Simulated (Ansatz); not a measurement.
# AlGe: the cost of one run

The runs use Ansatz 0.2.0, Gaussian basis; def2-QZVPP, all electrons in the functionals.

The runs, in order: PBE, BLYP, r2SCAN, B97M-V, PBE0, B3LYP, at charge 0, quartet; charge 0, doublet; charge 0, sextet; charge 1, triplet; charge 1, quintet.

10 further runs of the same task are left out: 10 set aside as unsound or not needed.

**1. What is computed**

The geometry is a PBE0/def2-TZVP stationary point (not a proven minimum). No spin-orbit coupling is included. The filled d shell of Ge may be among the frozen orbitals whatever the setting's name suggests; the logs give the count.

2 atoms, charge 0, spin multiplicity 4.

Atoms are counted from 1 here; the program's logs count them from 0.

Bond lengths: Ge1–Al2 2.467 Å.

Coordinates:

```xyz
2
AlGe
Ge    0.0000    0.0000    0.0000
Al    0.0000    0.0000    2.4669
```

No dispersion term is added; B97M-V holds VV10 nonlocal correlation. B3LYP takes the VWN-RPA correlation.

The geometry shown and the zero of energy belong to the point charge 0, quartet. The yardstick, RCCSD(T), and other wave-function levels (R restricted, U unrestricted, valence and pair active spaces) come from earlier runs.

**2. PBE, charge 0, quartet**

in.yaml reads:

```yaml
crystal:
  periodic: [false, false, false]
  atoms:
    - {symbol: Ge, position_ang: [0.000000, 0.000000, 0.000000]}
    - {symbol: Al, position_ang: [0.000000, 0.000000, 2.466944]}
basis:
  gaussian: {orbitals: "def2-QZVPP.json"}
magnetization: {spin_polarized: true, initial_magnetization: 3}
hamiltonian: {xc: {name: PBE}}
output: {orbitals: {seedname: orbitals}}
```

Run with:

```sh
> ansatz run in.yaml --threads 1 --pin off --events-out ev --progress --plain --max-ram 2393MiB
```

**Question.** How long does this run take on 1 thread of Arm Neoverse N1, shared host?

About 7 s.
